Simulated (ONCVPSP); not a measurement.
# Pseudopotential generation for lead: ONCV, BLYP

Task: generate the file, and judge it by its errors in other configurations, its logarithmic derivatives, its ghosts and its cutoff.

Program: ONCVPSP 4.0.1. Reference atom: BLYP, scalar-relativistic, spherical and spin-unpolarised. All values are calculated.

### Step 1. The atom and the settings

Typed settings, in words:

```json
{
 "element": "lead (Pb, Z = 82)",
 "type": "optimised norm-conserving Vanderbilt (ONCV)",
 "frozen core": "[Xe] 4f14",
 "valence charge": "14",
 "reference configuration": "5d10 6s2 6p2",
 "partial waves": "6s: rc 1.80 bohr, ncon 3, nbas 7, qcut 2.8 1/bohr, 2 projectors, debl 1.8 Ha; 6p: rc 2.25 bohr, ncon 3, nbas 7, qcut 4.3 1/bohr, 2 projectors, debl 3.4 Ha; 5d: rc 1.35 bohr, ncon 3, nbas 6, qcut 8 1/bohr, 2 projectors, debl 1.5 Ha",
 "local potential": "polynomial inside 0.90 bohr (lpopt 5, dvloc0 1 Ha)",
 "core correction": "Teter function, fcfact 5.5, rcfact 1.45"
}
```

An earlier all-electron run gives the scale for the radii.

All-electron outer shells of the reference configuration (BLYP, scalar-relativistic, ld1.x):

```tsv
shell	level (eV)	outermost node (bohr)	outermost maximum (bohr)
4f	-132.67	–	0.35
5p	-85.62	0.49	0.88
5d	-20.95	0.52	1.07
6s	-11.95	1.01	1.95
6p	-3.42	1.18	2.67
```

### Step 2. Generating the potential

Pb.dat

```
# ATOM AND REFERENCE CONFIGURATION
# atsym  z   nc   nv     iexc    psfile
  Pb 82.00   12    3  -106131      upf
#
#   n    l    f
    1    0    2.00
    2    0    2.00
    2    1    6.00
    3    0    2.00
    3    1    6.00
    3    2   10.00
    4    0    2.00
    4    1    6.00
    4    2   10.00
    4    3   14.00
    5    0    2.00
    5    1    6.00
    5    2   10.00
    6    0    2.00
    6    1    2.00
#
# PSEUDOPOTENTIAL AND OPTIMIZATION
# lmax
    2
#
#   l,   rc,      ep,       ncon, nbas, qcut
    0    1.80    0.00    3    7    2.80
    1    2.25    0.00    3    7    4.30
    2    1.35    0.00    3    6    8.00
#
# LOCAL POTENTIAL
# lloc, lpopt,  rc(5),   dvloc0
    4    5    0.90    1.00
#
# VANDERBILT-KLEINMAN-BYLANDER PROJECTORs
# l, nproj, debl
    0    2    1.80
    1    2    3.40
    2    2    1.50
#
# MODEL CORE CHARGE
# icmod, fcfact, rcfact
    3    5.50    1.45
#
# LOG DERIVATIVE ANALYSIS
# epsh1, epsh2, depsh
   -2.00    5.00    0.02
#
# OUTPUT GRID
# rlmax, drl
    6.00    0.01
#
# TEST CONFIGURATIONS
# ncnf
    4
# nvcnf
#   n    l    f
    3
    5    2   10.00
    6    0    2.00
    6    1    1.00
#
    3
    5    2   10.00
    6    0    2.00
    6    1    0.00
#
    3
    5    2   10.00
    6    0    1.00
    6    1    0.00
#
    3
    5    2   10.00
    6    0    1.00
    6    1    3.00
#
```

Started as:

```bash
$ oncvpsp.x < Pb.dat > Pb.out
```

Before running it: what results should come out? Wanted: cutoffs for 1 and 0.1 mHa per electron, occupied waves; bound ghosts; GHOST(+) flags; largest test error; largest phase difference near zero energy, channels read; rms error of d²Exc/dn², without and with the model core.

As calculated:

```
                                                quantity                             value
  cutoffs for 1 and 0.1 mHa per electron, occupied waves                   25 Ha and 41 Ha
                                            bound ghosts  s at -366.46 eV, p at -212.18 eV
                                          GHOST(+) flags           s at 55 eV, p at 156 eV
                            largest test error (AE − PS)         -53 meV, for 5d10 6s1 6p0
largest phase difference near zero energy, channels read                         0.002 rad
 rms error of d²Exc/dn², without and with the model core                 3.63 and 0.27 mHa
```

In words: It has a bound ghost (s, p), a state that the atom doesn't have, and that rules the file out. The worst unpolarised test, 5d10 6s1 6p0, is off by 53 meV on 52.5 eV; by total energies transferability rates as fair. That test lies far up in energy; among those under 40 eV, nearer to bonding, the largest error is 18 meV. It counts as of middling hardness, with 25 Ha needed at the looser tolerance. At the looser tolerance the 5d wave is the slowest; 6s needs 22 Ha. Near zero energy the phases of the channels with partial waves that could be evaluated agree within 0.002 rad. The program also flags highly localised states, GHOST(+) (s, p). These are tests on the free atom; a crystal test is still owed.
